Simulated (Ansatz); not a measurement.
# PdCl (CsCl type): a single-point run

Wanted: a converged single-point run for PdCl (CsCl type), and a check of what comes out. The structure is shown as the input types it.

Method: DFT, PBE, norm-conserving pseudopotentials, Ansatz's default files, scalar-relativistic, in Ansatz 0.2.0.

2 further runs of the same task are left out: 2 set aside as unsound or not needed. Runs told in other sessions of the task aren't counted.

## Step 1: The system as given

Symmetry: Pm-3m, No. 221, cubic system. The conventional cell has a = 3.248 Å, b = 3.248 Å, c = 3.248 Å, α = 90.00°, β = 90.00°, γ = 90.00°. Around Pd (site symmetry m-3m) lie 8 Cl at 2.81 Å. Cl (site symmetry m-3m) has 8 Pd at 2.81 Å in its first shell of neighbours.

As a file:

```
CELL_PARAMETERS angstrom
3.24757 0.00000 0.00000
0.00000 3.24757 0.00000
0.00000 0.00000 3.24757
ATOMIC_POSITIONS crystal
Pd 0.00000 0.00000 0.00000
Cl 0.50000 0.50000 0.50000
```

## Step 2: The run

input.yaml reads:

```yaml
crystal:
  lattice:
    - [3.2475712111, 0.0, 0.0]
    - [0.0, 3.2475712111, 0.0]
    - [0.0, 0.0, 3.2475712111]
  atoms:
    - { symbol: Pd, position: [0.0, 0.0, 0.0] }
    - { symbol: Cl, position: [0.5, 0.5, 0.5] }
kpoints:
  mp_grid: { grid: [1, 1, 1] }
scf:
  occupations: { method: fermi_dirac, width: 0.08 }
  max_iter: 60
hamiltonian:
  xc: pbe
  pseudopotentials: { kind: nc }
output:
  forces: true
  stress: true
  eigenvalues: true
```

Run with:

```console
> ansatz run input.yaml --threads 1 --pin off --max-ram 2048MiB --backend cpu --events-out ev --progress --plain --runs-dir out
```

**Question.** How will this run end, and is anything wrong with its input?

This run ends as converged. That alone doesn't make the input a sound one.

In the input, kpoints.mp_grid.grid is [1, 1, 1]. The zone is sampled at a single point, which suits only large cells or molecules.

The test: set kpoints.mp_grid.grid to [15, 15, 15].
